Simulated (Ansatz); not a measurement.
# TaCl+ (octet): from Hartree-Fock to the top rungs, def2-TZVPP

The task here is to estimate one member of a computed series from the others.

Method: def2-TZVPP, core rule «outside noble gas», up to 9 orbitals frozen; program: Ansatz 0.2.0, Gaussian basis.

Plan: UHF; ROHF; CCSD(T) on UHF.

### What is computed

The geometry is a PBE0/def2-TZVP stationary point (not a proven minimum) of the parent state, kept for this charge and spin. No spin-orbit coupling is included. Elements past krypton take def2 core potentials.

2 atoms, charge 1, spin multiplicity 8.

Atoms are counted from 1 here; the program's logs count them from 0.

Bond lengths: Ta1–Cl2 2.875 Å.

Set-up of the first run:

in.yaml reads:

```yaml
crystal:
  periodic: [false, false, false]
  atoms:
    - {symbol: Ta, position_ang: [0.000000, 0.000000, 0.000000]}
    - {symbol: Cl, position_ang: [0.000000, 0.000000, 2.875200]}
basis:
  gaussian: {orbitals: def2-TZVPP}
total_charge: 1
magnetization: {spin_polarized: true, initial_magnetization: 7}
hamiltonian: {xc: hf}
output: {orbitals: {seedname: orbitals}}
```

The run is started by

```bash
ansatz run in.yaml --threads 1 --pin off --events-out ev --progress --plain --max-ram 4096MiB --backend cpu
```

Among the steps run: UHF; ROHF; CCSD(T) on UHF.

One table of the session follows, with a row left open; its other results are not shown here.

| method | from UCCSD(T) (meV) |
| --- | --- |
| ROHF | +6358.4 |
| UHF | ? |
| UMP2 | +1096.3 |
| UCCSD | +189.9 |
| UCCSD(T) | 0 |

**Question.** Estimate the row for UHF.

The run gave: from UCCSD(T) (meV): +6035.3. In the column «from UCCSD(T) (meV)» it lies between UMP2 (+1096.3) and ROHF (+6358.4).
